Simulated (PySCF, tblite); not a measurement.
# C₅H₉BF₂S: geometry, infrared bands and NMR shifts

What infrared bands and NMR shifts should C₅H₉BF₂S (`CSC[C@@H]1C[C@@H]1B(F)F`) show?

Computed with tblite 0.8.0 and PySCF 2.14.0, with density-fitted response routines of our own, on a single molecule in the gas phase. Atoms count from 0, in the outputs and in this text.

## Step 1: The molecule as given

18 atoms, charge 0, multiplicity 1; geometry from: force field or distance geometry start.

Bonds of the start (Å): C0–S1 1.83, S1–C2 1.77, C2–C3 1.48, C3–C4 1.53, C4–C5 1.50, C5–B6 1.56, B6–F7 1.44, B6–F8 1.44, C5–C3 1.51, C0–H9 1.12, C0–H10 1.12, C0–H11 1.12, C2–H12 1.12, C2–H13 1.12, C3–H14 1.10, C4–H15 1.09, C4–H16 1.13, C5–H17 1.13.

## Step 2: Relaxing the molecule with GFN2-xTB

The job: settings as JSON, then the geometry in Å.

```
{"job": {"kind": "relax", "xc": "GFN2-xTB", "basis": "xTB"}, "charge": 0, "multiplicity": 1}
C      3.133900     0.021800     0.675800
S      1.744600     1.207900     0.606900
C      0.461700     0.668000    -0.484300
C     -0.302100    -0.540600    -0.097500
C     -1.385300    -0.900100    -1.112200
C     -1.759200    -0.527000     0.286700
B     -2.532600     0.783200     0.618900
F     -2.420800     1.965900    -0.191300
F     -3.214500     0.882500     1.886000
H      4.032700     0.539700     1.104600
H      2.861400    -0.841000     1.327700
H      3.440700    -0.324700    -0.346700
H      0.940500     0.410400    -1.457900
H     -0.262400     1.480800    -0.763300
H      0.279200    -1.365400     0.346600
H     -1.335100    -1.932400    -1.446700
H     -1.632200    -0.095400    -1.864900
H     -2.059400    -1.427200     0.899900
```

Command:

```sh
$ OMP_NUM_THREADS=1 python probes_run.py task.json out
```

This one command runs all jobs of the session in turn.

**Question.** This job is followed by: GFN2-xTB harmonic vibrations, gas phase; GIAO PBE0/pcSseg-1 NMR shielding, non-relativistic, gas phase. Predict these results of the whole session: strongest single infrared mode (GFN2-xTB); zero-point energy (GFN2-xTB); 13C shifts against TMS (PBE0/pcSseg-1); 1H shifts against TMS (PBE0/pcSseg-1, means over atoms taken as alike); 33S shifts against CS2 (PBE0/pcSseg-1); 11B shifts against BF3·OEt2 (PBE0/pcSseg-1); 19F shifts against CFCl3 (PBE0/pcSseg-1, means over atoms taken as alike); surface potential, 1st and 99th percentile.

As calculated:

| quantity | value |
| --- | --- |
| strongest single infrared mode (GFN2-xTB) | 1155 cm⁻¹, 227 km/mol |
| zero-point energy (GFN2-xTB) | 85.2 kcal/mol |
| 13C shifts against TMS (PBE0/pcSseg-1) | 46.1, 22.7, 21.3, 19.4, 15.2 ppm |
| 1H shifts against TMS (PBE0/pcSseg-1, means over atoms taken as alike) | 2.62, 2.51, 2.19, 1.45, 1.03, 0.72, 0.65 ppm |
| 33S shifts against CS2 (PBE0/pcSseg-1) | 49 ppm |
| 11B shifts against BF3·OEt2 (PBE0/pcSseg-1) | 17.1 ppm |
| 19F shifts against CFCl3 (PBE0/pcSseg-1, means over atoms taken as alike) | -119.8 ppm |
| surface potential, 1st and 99th percentile | -1.51 V and 1.34 V |

Relaxing lowered the energy by 1.369 eV in 191 steps; the close pair that moved most is B6–F7, from 1.438 to 1.347 Å. All 48 modes are real, so the xTB geometry is a minimum. The strongest single mode, at 1155 cm⁻¹, moves mainly B6. GFN2-xTB is a fitted tight-binding method: band positions and strengths are rough. Its intensities can rank the bands wrongly. At PBE0/pcSseg-1: The largest span, 272 ppm, is at S1, where the paramagnetic term is -604 ppm.
